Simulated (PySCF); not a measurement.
**A gas-phase reaction: FGe2H5 + F2 → F2Ge2H4 + FH**

Aim: the reaction energy of `[F][GeH2][GeH3]` + `FF` → `[F][GeH]([F])[GeH3]` + `F`.

Programs: PySCF 2.14.0. All values are calculated, for the isolated system unless a continuum is named. Atoms count from 0, parts from 1.

### 1 The system as given

Each species was relaxed by itself at PBE0-D3(BJ)/def2-SVP.

### 2 Reaction energy: wB97M-D3(BJ)/def2-TZVPD

What the job is given:

```
{"job": {"kind": "react", "xc": "wB97M-D3(BJ)", "basis": "def2-TZVPD"}, "charge": 0, "multiplicity": 1}
-1 FGe2H5 charge 0 multiplicity 1
F     -1.581380     0.722440     1.590170
Ge    -1.199490    -0.034250     0.056130
Ge     1.215470    -0.033260    -0.118630
H     -1.901680     0.816840    -1.018920
H     -1.814990    -1.444930     0.119690
H      1.726400     1.400780    -0.332170
H      1.646420    -0.904850    -1.312600
H      1.821760    -0.607660     1.171280

-1 F2 charge 0 multiplicity 1
F      0.688200     0.007760    -0.008610
F     -0.688200    -0.007760     0.008610

+1 F2Ge2H4 charge 0 multiplicity 1
F     -1.400140    -0.919520    -1.629840
Ge     0.168490    -0.678770    -0.922290
F      1.020980     0.278890    -2.096070
Ge    -0.116630     0.643090     1.082120
H      0.852660    -2.055160    -0.900460
H     -0.809080     1.955740     0.695740
H     -0.980320    -0.146970     2.076570
H      1.264060     0.922680     1.694160

+1 FH charge 0 multiplicity 1
F      0.458980    -0.006390    -0.031690
H     -0.458980     0.006390     0.031690
```

Method: wB97M-D3(BJ)/def2-TZVPD reaction energy of separated species, gas phase.

Run with:

```
$ OMP_NUM_THREADS=1 python cluster_run.py task.json out
```

This one command runs all jobs of the session in turn.

**Question.** The jobs that follow are: PBE0-D3(BJ)/def2-TZVPD reaction energy of separated species, gas phase. Predict: reaction energy (wB97M-D3(BJ)/def2-TZVPD); ΔH, ΔG at 298 K (xTB thermal terms). Thermal terms come from harmonic xTB runs on each species.

As calculated:

```
                                                quantity                      value
               reaction energy (wB97M-D3(BJ)/def2-TZVPD)            -145.0 kcal/mol
                     ΔH, ΔG at 298 K (xTB thermal terms)    -143.4, -143.3 kcal/mol
range of the reaction energy over the runs of this table  -145.0 to -144.0 kcal/mol
```

In words: The reaction is exothermic by 143.4 kcal/mol in the gas phase; dispersion gives -0.02, and xTB itself gave -115.0 for the electronic energy (xTB energies and thermal terms come from the earlier relaxation of each species, not shown). No barrier was sought. xTB and this level differ widely in the electronic energy, so what comes from xTB (the thermal terms above all) is less safe here. The reaction energy runs from -145.0 (wB97M-D3(BJ)/def2-TZVPD) to -144.0 kcal/mol (PBE0-D3(BJ)/def2-TZVPD).
